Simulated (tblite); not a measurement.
# C5H5NSe: the cost of one run

Programs: tblite 0.8.0 and PySCF 2.14.0, with density-fitted response routines of our own. Each step states its level of theory. These are calculated values for one molecule in the gas phase, unless marked as measured. Atoms are numbered from 0 throughout.

## (1) Starting geometry

12 atoms, charge 0, multiplicity 1; geometry from: force field or distance geometry start.

Bonds of the start (Å): C0–C1 1.49, C1–C2 1.19, C2–C3 1.49, C3–Se4 1.96, C3–C5 1.46, C5–N6 1.14, C0–H7 1.12, C0–H8 1.13, C0–H9 1.10, C3–H10 1.09, Se4–H11 1.54.

## (2) Relaxing the molecule with GFN2-xTB

Job settings and geometry (Å):

```
{"job": {"kind": "relax", "xc": "GFN2-xTB", "basis": "xTB"}, "charge": 0, "multiplicity": 1}
C      2.664800     0.009200     0.237000
C      1.186400    -0.017600     0.099700
C     -0.001600    -0.054800    -0.012600
C     -1.485700    -0.072600    -0.169400
Se    -2.204300    -0.948900     1.435000
C     -1.969400     1.303700    -0.259900
N     -2.320700     2.387800    -0.324400
H      2.895200    -0.560300     1.169000
H      3.037600     1.068600     0.310800
H      3.089500    -0.425200    -0.674900
H     -1.743800    -0.600000    -1.083700
H     -3.147000    -2.090500     1.012200
```

Started as:

```bash
$ OMP_NUM_THREADS=1 python probes_run.py task.json out
```

This one command runs all jobs of the session in turn.

Q: Estimate the wall time and peak memory of this first job on 1 thread of AMD EPYC, shared host.

About 1.4 s, with a peak of 0.18 GiB.
